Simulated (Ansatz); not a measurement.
# ZrC4: the cost of one run

Program: Ansatz 0.2.0. Level of theory: DFT PBE, scalar-relativistic, plane waves, PAW. These are calculated values, not measurements.

### Step 1. The system as given

Symmetry: P6/mmm, No. 191, hexagonal system. The conventional cell has a = 3.592 Å, b = 3.592 Å, c = 7.315 Å, α = 90.00°, β = 90.00°, γ = 120.00°. Zr (site symmetry 6/mmm) has 12 C at 2.43 Å as nearest neighbours. Around C (site symmetry 3m) lie 4 C at 2.07 to 2.54 Å and 3 Zr at 2.43 Å.

Coordinates:

```cif
data_structure
_symmetry_space_group_name_H-M 'P 1'
_symmetry_Int_Tables_number 1
_cell_length_a 3.5924
_cell_length_b 3.5924
_cell_length_c 7.3146
_cell_angle_alpha 90.000
_cell_angle_beta 90.000
_cell_angle_gamma 120.000
_cell_volume 81.75
loop_
_atom_site_label
_atom_site_type_symbol
_atom_site_fract_x
_atom_site_fract_y
_atom_site_fract_z
_atom_site_occupancy
Zr1 Zr 0.00000 0.00000 0.50000 1
C1 C 0.33333 0.66667 0.67380 1
C2 C 0.33333 0.66667 0.32620 1
C3 C 0.66667 0.33333 0.32620 1
C4 C 0.66667 0.33333 0.67380 1
```

Recipe of the guess: random cell by space group and Wyckoff sites (P6/mmm, No. 191). Its size is a rough estimate.

### Step 2. The guess as it stands, on a coarse mesh

Contents of input.yaml:

```yaml
crystal:
  lattice:
    - [3.59239098, 0.0, 0.0]
    - [-1.79619549, 3.11110185, 0.0]
    - [0.0, 0.0, 7.31458394]
  atoms:
    - { symbol: Zr, position: [0.0, 0.0, 0.5] }
    - { symbol: C, position: [0.33333333, 0.66666667, 0.67379852] }
    - { symbol: C, position: [0.33333333, 0.66666667, 0.32620148] }
    - { symbol: C, position: [0.66666667, 0.33333333, 0.32620148] }
    - { symbol: C, position: [0.66666667, 0.33333333, 0.67379852] }
basis:
  ecutwfc: 420
kpoints:
  mp_grid: { grid: [6, 6, 4] }
hamiltonian:
  xc: pbe
scf:
  occupations: { method: gaussian, width: 0.1 }
  lower_state_search: "off"
output:
  forces: true
  stress: true
  eigenvalues: true
```

On the command line:

```bash
> ansatz run input.yaml --threads 1 --pin off --max-ram 2048MiB --backend cpu --events-out ev --progress --plain --runs-dir out
```

What time and memory should one allow on 1 thread of Arm Neoverse V2, shared host?

About 1.8 s, with a peak of 0.33 GiB.
